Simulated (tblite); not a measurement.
# C8H6BrF: the cost of one run

The runs use tblite 0.8.0 and PySCF 2.14.0, with density-fitted response routines of our own; the level of theory stands in each step. All values are computed, except where a source is named. Atoms count from 0, in the outputs and in this text.

**1. The starting structure**

16 atoms, charge 0, multiplicity 1; geometry from: force field or distance geometry start.

Bonds of the start (Å): C0–C1 1.22, C1–C2 1.44, C2–Br3 1.96, C2–C4 1.50, C4–C5 1.47, C5–C6 1.33, C6–F7 1.37, C5–C8 1.44, C8–C9 1.34, C8–C2 1.47, C0–H10 1.06, C4–H11 1.11, C4–H12 1.12, C6–H13 1.07, C9–H14 1.10, C9–H15 1.08.

**2. Optimising the geometry with GFN2-xTB**

What the job is given:

```
{"job": {"kind": "relax", "xc": "GFN2-xTB", "basis": "xTB"}, "charge": 0, "multiplicity": 1}
C      2.886200    -0.280100     0.642400
C      1.878400    -0.275200    -0.042300
C      0.677600    -0.272000    -0.834800
Br     1.088900    -0.169900    -2.746300
C     -0.350600    -1.309300    -0.483300
C     -0.966100    -0.300100     0.389500
C     -1.777300    -0.306500     1.444200
F     -2.230100    -1.497500     1.936700
C     -0.292900     0.725500    -0.371200
C     -0.526800     2.030700    -0.537900
H      3.765400    -0.268000     1.228100
H     -0.991200    -1.600400    -1.342900
H      0.068400    -2.204200     0.052400
H     -2.062500     0.615900     1.903100
H      0.166700     2.574600    -1.198400
H     -1.341700     2.545500    -0.050900
```

Launch:

```bash
$ OMP_NUM_THREADS=1 python probes_run.py task.json out
```

The driver reads the jobs from task.json and runs them one after another.

Q: Estimate the wall time and peak memory of this first job on 1 thread of Arm Neoverse N1, shared host.

About 1.3 s, with a peak of 0.18 GiB.
